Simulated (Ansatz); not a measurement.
# NbH: the cost of one run

Program: Ansatz 0.2.0. Level of theory: DFT r2SCAN, scalar-relativistic, plane waves, PAW. These are calculated values, not measurements.

## Step 1: The system as given

The structure is orthorhombic, space group Cmme (No. 67). Conventional cell: a = 3.691 Å, b = 4.786 Å, c = 4.804 Å, α = 90.00°, β = 90.00°, γ = 90.00°. Nb (site symmetry mm2) is surrounded by 4 H at 1.99 Å. H (site symmetry 222) has 2 H at 1.85 Å and 4 Nb at 1.99 Å as nearest neighbours.

Coordinates:

```
Nb H
1.0
     1.84537   -2.39320    0.00000
     1.84537    2.39320    0.00000
     0.00000    0.00000    4.80423
Nb H
2 2
Direct
  0.75000 0.25000 0.26884
  0.25000 0.75000 0.73116
  0.25000 0.25000 0.00000
  0.75000 0.75000 0.00000
```

(A quick probe on a coarse mesh, which set the mesh and smearing, is not shown.)

## Step 3: Relaxing cell and atoms

The input, input.yaml:

```yaml
crystal:
  lattice:
    - [1.84536657, -2.39320053, 0.0]
    - [1.84536657, 2.39320053, 0.0]
    - [0.0, 0.0, 4.80422915]
  atoms:
    - { symbol: Nb, position: [0.75, 0.25, 0.26883888] }
    - { symbol: Nb, position: [0.25, 0.75, 0.73116112] }
    - { symbol: H, position: [0.25, 0.25, 0.0] }
    - { symbol: H, position: [0.75, 0.75, 0.0] }
basis:
  ecutwfc: 500
kpoints:
  mp_grid: { grid: [16, 16, 10] }
hamiltonian:
  xc: r2scan
scf:
  occupations: { method: gaussian, width: 0.1 }
output:
  forces: true
  stress: true
  eigenvalues: true
relax:
  adjacent_minimum: "off"
  f_tol: 0.01
  max_steps: 80
  cell: { stress_tol: 0.05 }
```

Run with:

```console
$ ansatz run input.yaml --threads 1 --pin off --max-ram 2560MiB --backend cpu --events-out ev --progress --plain --runs-dir out
```

**Question.** How long does this run take on 1 thread of Arm Neoverse V2, shared host, and how much memory does it need?

About 3.8 min, with a peak of 0.69 GiB.
